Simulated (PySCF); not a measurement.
# C4H5BClN: the cost of one run

Programs: PySCF 2.14.0, with routines of our own; each step states its level. All values are computed. Atoms count from 0.

### Step 1. The starting structure

12 atoms, charge 0, multiplicity 1; geometry from: GFN2-xTB.

### Step 2. Optimising the geometry at BHandHLYP/def2-SVP

The job: settings as JSON, then the geometry in Å.

```
{"job": {"xc": "BHandHLYP", "basis": "def2-SVP", "grid": 1, "kind": "geom"}, "charge": 0, "multiplicity": 1}
Cl     3.038090    -0.169636    -0.027515
C      1.305607    -0.078180    -0.013706
C      0.709286     1.144886     0.035374
N     -0.640592     1.246246     0.047699
B     -1.513456     0.133479     0.012705
C     -0.814175    -1.211369    -0.041883
C      0.547481    -1.268517    -0.052969
H      1.295255     2.052806     0.065829
H     -0.995484     2.192001     0.084777
H     -2.668583     0.316603     0.028021
H     -1.347363    -2.152642    -0.073262
H      1.085132    -2.206362    -0.091098
```

Launch:

```console
$ OMP_NUM_THREADS=1 python excited_run.py task.json out
```

The driver reads the jobs from task.json and runs them one after another.

Q: Estimate the wall time and peak memory of this first job on 1 thread of Arm Neoverse V1, shared host.

About 30 s, with a peak of 0.57 GiB.
